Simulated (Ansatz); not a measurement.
# Cl3Ge: the cost of one run

The runs use Ansatz 0.2.0, Gaussian basis; cc-pVDZ, all electrons in the functionals, frozen cores in the correlation of double hybrids and RPA.

Plan: PBE, r2SCAN, PBE0, B3LYP, r2SCAN0, wB97M-V, B2PLYP, RPA-PBE, at charge 0, doublet; charge 0, quartet; charge 1, singlet; charge 1, triplet (not every functional at every point).

11 further runs of the same task are left out: 9 that didn't finish, 2 set aside as unsound or not needed.

**1. The geometry**

The geometry is a PBE0/def2-TZVP stationary point (not a proven minimum). No spin-orbit coupling is included. The filled d shell of Ge may be among the frozen orbitals whatever the setting's name suggests; the logs give the count.

4 atoms, charge 0, spin multiplicity 2.

Atoms are counted from 1 here; the program's logs count them from 0.

Bond lengths: Ge1–Cl2 2.149 Å, Ge1–Cl3 2.149 Å, Ge1–Cl4 2.149 Å. Angles: Cl2–Ge1–Cl3 108.7°, Cl2–Ge1–Cl4 108.7°, Cl3–Ge1–Cl4 108.7°.

Coordinates:

| atom | x (Å) | y (Å) | z (Å) |
| --- | --- | --- | --- |
| Ge1 | 0.00087 | -0.00028 | -0.44162 |
| Cl2 | 2.01614 | 0.01289 | 0.30559 |
| Cl3 | -1.01996 | 1.74039 | 0.29848 |
| Cl4 | -0.99797 | -1.75270 | 0.30077 |

No dispersion term is added; wB97M-V holds VV10 nonlocal correlation. B3LYP takes the VWN-RPA correlation.

The geometry shown and the zero of energy belong to the point charge 0, doublet. The yardstick, RCCSDT(Q), and other wave-function levels (R restricted, U unrestricted, valence and pair active spaces) come from earlier runs.

**2. PBE, charge 0, doublet**

File in.yaml:

```yaml
crystal:
  periodic: [false, false, false]
  atoms:
    - {symbol: Ge, position_ang: [0.000872, -0.000283, -0.441620]}
    - {symbol: Cl, position_ang: [2.016140, 0.012892, 0.305589]}
    - {symbol: Cl, position_ang: [-1.019959, 1.740392, 0.298484]}
    - {symbol: Cl, position_ang: [-0.997969, -1.752704, 0.300767]}
basis:
  gaussian: {orbitals: cc-pVDZ}
magnetization: {spin_polarized: true, initial_magnetization: 1}
hamiltonian: {xc: {name: PBE}}
output: {orbitals: {seedname: orbitals}}
```

Run with:

```console
> ansatz run in.yaml --threads 1 --pin off --events-out ev --progress --plain --max-ram 4096MiB --backend cpu
```

**Question.** How long does this run take on 1 thread of AMD EPYC 7R13, shared host?

About 3.1 s.
